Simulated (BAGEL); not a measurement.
# AlGeH5 (SMILES [AlH2][GeH3]) at B3LYP/6-31G(d) (density fitting with qzvpp-jkfit, spherical functions)

What is the energy change on altering one bond length of AlGeH5 at B3LYP/6-31G* (density fitting with qzvpp-jkfit, spherical functions)? 

The calculation is run with BAGEL 1.2.2.

4 further runs of the same task are left out: 4 that didn't finish. Runs told in other sessions of the task aren't counted.

**1. The molecule**

The species is AlGeH5 (7 atoms), meant as a singlet with charge 0. SMILES: `[AlH2][GeH3]`. The coordinates come from a PBE0-D4/def2-TZVP relaxation.

Bond lengths: Al1–Ge2 2.477 Å, Al1–H3 1.588 Å, Al1–H4 1.588 Å, Ge2–H5 1.541 Å, Ge2–H6 1.544 Å, Ge2–H7 1.541 Å. Angles: Al1–Ge2–H5 113.2°, Al1–Ge2–H6 110.3°, Al1–Ge2–H7 113.1°, Ge2–Al1–H3 120.3°, Ge2–Al1–H4 120.3°, H5–Ge2–H6 106.3°, H5–Ge2–H7 107.2°, H6–Ge2–H7 106.3°, H3–Al1–H4 119.4°.

**2. A single-point energy at B3LYP/6-31G(d) (density fitting with qzvpp-jkfit, spherical functions)**

Contents of calc.json:

```json
{ "bagel": [

{
  "title": "molecule",
  "basis": "6-31gs.json",
  "df_basis": "qzvpp-jkfit",
  "angstrom": true,
  "geometry": [
    { "atom": "Al", "xyz": [      -0.310000,      -1.404200,       0.123800 ] },
    { "atom": "Ge", "xyz": [       0.252900,       0.995600,      -0.122800 ] },
    { "atom": "H", "xyz": [       0.625200,      -2.362300,       0.977100 ] },
    { "atom": "H", "xyz": [      -1.622500,      -1.993300,      -0.547700 ] },
    { "atom": "H", "xyz": [      -0.281000,       1.612500,      -1.430100 ] },
    { "atom": "H", "xyz": [      -0.371600,       1.813400,       1.028700 ] },
    { "atom": "H", "xyz": [       1.768500,       1.270300,      -0.074600 ] }
  ]
},

{
  "title": "ks",
  "xc_func": "b3lyp"
},

{
  "title": "print",
  "file": "orbitals.molden",
  "orbitals": true
}

]}
```

The basis set 6-31G* is read from a file made from the Basis Set Exchange's data (not shown).

The run is started by

```
$ BAGEL_NUM_THREADS=1 BAGEL calc.json > calc.out
```

Output:

```text
* using 1 threads per process

  ===============================================================
  ===============================================================

  *** Geometry ***

  { "atom" : "Al", "xyz" : [     -0.585815,     -2.653553,      0.233948 ] },
  { "atom" : "Ge", "xyz" : [      0.477912,      1.881411,     -0.232058 ] },
  { "atom" : "H", "xyz" : [      1.181457,     -4.464100,      1.846451 ] },
  { "atom" : "H", "xyz" : [     -3.066081,     -3.766791,     -1.035003 ] },
  { "atom" : "H", "xyz" : [     -0.531013,      3.047183,     -2.702497 ] },
  { "atom" : "H", "xyz" : [     -0.702222,      3.426829,      1.943961 ] },
  { "atom" : "H", "xyz" : [      3.341981,      2.400519,     -0.140974 ] },

  Number of auxiliary basis functions:      484

  Since a DF basis is specified, we compute 2- and 3-index integrals:
    o Being stored without compression. Storage requirement is 0.014 GB

  Number of basis functions:       60
  Number of electrons      :       50

    * METHOD: MOLECULE                             0.20

  *** Kohn-Sham DFT ***

    * Removing 10188 points whose weight is below 1.00e-10
    * Grid points: 94154

  === Nuclear Repulsion ===
   147.6890316176

       - DIIS with orbital gradients will be used.

  === KS iteration (b3lyp / 6-31gs.json) ===
      0      -2257.82917742          0.10556986           0.22
      1      -2017.15988609          0.20654504           0.20
      2      -2166.23766018          0.11421447           0.20
      3      -2204.79121540          0.15991159           0.21
      4      -2319.54289434          0.09779392           0.20
      5      -2321.75698817          0.03100522           0.21
      6      -2322.15302719          0.01024938           0.22
      7      -2322.17636932          0.00369758           0.21
      8      -2322.17860862          0.00102901           0.21
      9      -2322.17907255          0.00013249           0.20
     10      -2322.17907547          0.00003396           0.20
     11      -2322.17907610          0.00000670           0.21
     12      -2322.17907612          0.00000144           0.21
     13      -2322.17907612          0.00000028           0.21
     14      -2322.17907612          0.00000005           0.21
     15      -2322.17907612          0.00000001           0.21
     16      -2322.17907612          0.00000000           0.20
    * SCF iteration converged.

    * Permanent dipole moment:
           (    0.032651,     0.177404,    -0.004332) a.u.

    * METHOD: KS                                   3.81

    * METHOD: PRINT                                0.01

  ===============================================================
```

Run time: 4.2 s. Hardware: 1 thread of Arm Neoverse V2, shared host; peak memory 0.32 GiB.

**3. The distorted shape at the same level**

Contents of input.json:

```json
{ "bagel": [

{
  "title": "molecule",
  "basis": "6-31gs.json",
  "df_basis": "qzvpp-jkfit",
  "angstrom": true,
  "geometry": [
    { "atom": "Al", "xyz": [      -1.432264,      -0.254456,      -0.900182 ] },
    { "atom": "Ge", "xyz": [      -0.869364,       2.145344,      -1.146782 ] },
    { "atom": "H", "xyz": [       0.625200,      -2.362300,       0.977100 ] },
    { "atom": "H", "xyz": [      -2.744764,      -0.843556,      -1.571682 ] },
    { "atom": "H", "xyz": [      -1.403264,       2.762244,      -2.454082 ] },
    { "atom": "H", "xyz": [      -1.493864,       2.963144,       0.004718 ] },
    { "atom": "H", "xyz": [       0.646236,       2.420044,      -1.098582 ] }
  ]
},

{
  "title": "ks",
  "xc_func": "b3lyp"
},

{
  "title": "print",
  "file": "orbitals.molden",
  "orbitals": true
}

]}
```

The basis set 6-31G* is read from a file made from the Basis Set Exchange's data (not shown).

The run is started by

```
$ BAGEL_NUM_THREADS=1 BAGEL input.json > input.out
```

Output:

```text
* using 1 threads per process

  ===============================================================
  ===============================================================

  *** Geometry ***

  { "atom" : "Al", "xyz" : [     -2.706587,     -0.480852,     -1.701097 ] },
  { "atom" : "Ge", "xyz" : [     -1.642860,      4.054113,     -2.167104 ] },
  { "atom" : "H", "xyz" : [      1.181457,     -4.464100,      1.846451 ] },
  { "atom" : "H", "xyz" : [     -5.186852,     -1.594090,     -2.970049 ] },
  { "atom" : "H", "xyz" : [     -2.651785,      5.219885,     -4.637543 ] },
  { "atom" : "H", "xyz" : [     -2.822994,      5.599531,      0.008916 ] },
  { "atom" : "H", "xyz" : [      1.221209,      4.573220,     -2.076019 ] },

  Number of auxiliary basis functions:      484

  Since a DF basis is specified, we compute 2- and 3-index integrals:
    o Being stored without compression. Storage requirement is 0.014 GB

  Number of basis functions:       60
  Number of electrons      :       50

    * METHOD: MOLECULE                             0.20

  *** Kohn-Sham DFT ***

    * Removing 9404 points whose weight is below 1.00e-10
    * Grid points: 94938

  === Nuclear Repulsion ===
   143.6444978003

       - DIIS with orbital gradients will be used.

  === KS iteration (b3lyp / 6-31gs.json) ===
      0      -2258.17593155          0.10514284           0.23
      1      -2024.58911396          0.22993920           0.22
      2      -2167.81797505          0.11449226           0.22
      3      -2203.00780463          0.20622669           0.21
      4      -2307.71299001          0.07748940           0.22
      5      -2317.67807542          0.05454002           0.22
      6      -2321.52655392          0.02981551           0.22
      7      -2321.45668359          0.03606566           0.21
      8      -2321.98596681          0.00766709           0.22
      9      -2321.82661399          0.01258325           0.22
     10      -2322.03181908          0.00254234           0.21
     11      -2322.03188863          0.00264857           0.22
     12      -2322.03224896          0.00254663           0.22
     13      -2322.03171495          0.00268537           0.21
     14      -2322.03534207          0.00144348           0.21
     15      -2322.03672177          0.00017430           0.22
     16      -2322.03673781          0.00007044           0.22
     17      -2322.03674084          0.00001746           0.21
     18      -2322.03674102          0.00000391           0.22
     19      -2322.03674103          0.00000092           0.22
     20      -2322.03674103          0.00000011           0.21
     21      -2322.03674103          0.00000004           0.21
     22      -2322.03674103          0.00000001           0.21
     23      -2322.03674103          0.00000000           0.21
    * SCF iteration converged.

    * Permanent dipole moment:
           (    0.695306,    -0.810249,     0.677579) a.u.

    * METHOD: KS                                   5.47

    * METHOD: PRINT                                0.01

  ===============================================================
```

It took 6 s on 1 thread of Arm Neoverse V2, shared host; peak memory 0.32 GiB.

**4. Outcome**

Level: B3LYP/6-31G* (density fitting with qzvpp-jkfit, spherical functions).

```
                                                          quantity           value
                                         first shape: total energy  -2322.17908 Eh
                                        first shape: dipole moment          0.46 D
                                          first shape: HOMO energy        -7.32 eV
                                          first shape: LUMO energy        -2.19 eV
                                        first shape: HOMO–LUMO gap         5.13 eV
                                     distorted shape: total energy  -2322.03674 Eh
                                    distorted shape: dipole moment          3.21 D
                                      distorted shape: HOMO energy        -5.63 eV
                                      distorted shape: LUMO energy        -3.38 eV
                                    distorted shape: HOMO–LUMO gap         2.25 eV
energy change with the Al1–H3 bond stretched from 1.588 to 3.493 Å        3.873 eV
```

One bond (distorted shape) is far stretched, which a spin-restricted single reference describes badly; a broken-symmetry solution may lie lower. With the Al1–H3 bond stretched from 1.588 to 3.493 Å the energy rises by 3.87 eV (89 kcal/mol). The first shape isn't relaxed at this level, so the change isn't measured from a minimum. A restricted reference can't describe the breaking bond well at this length.
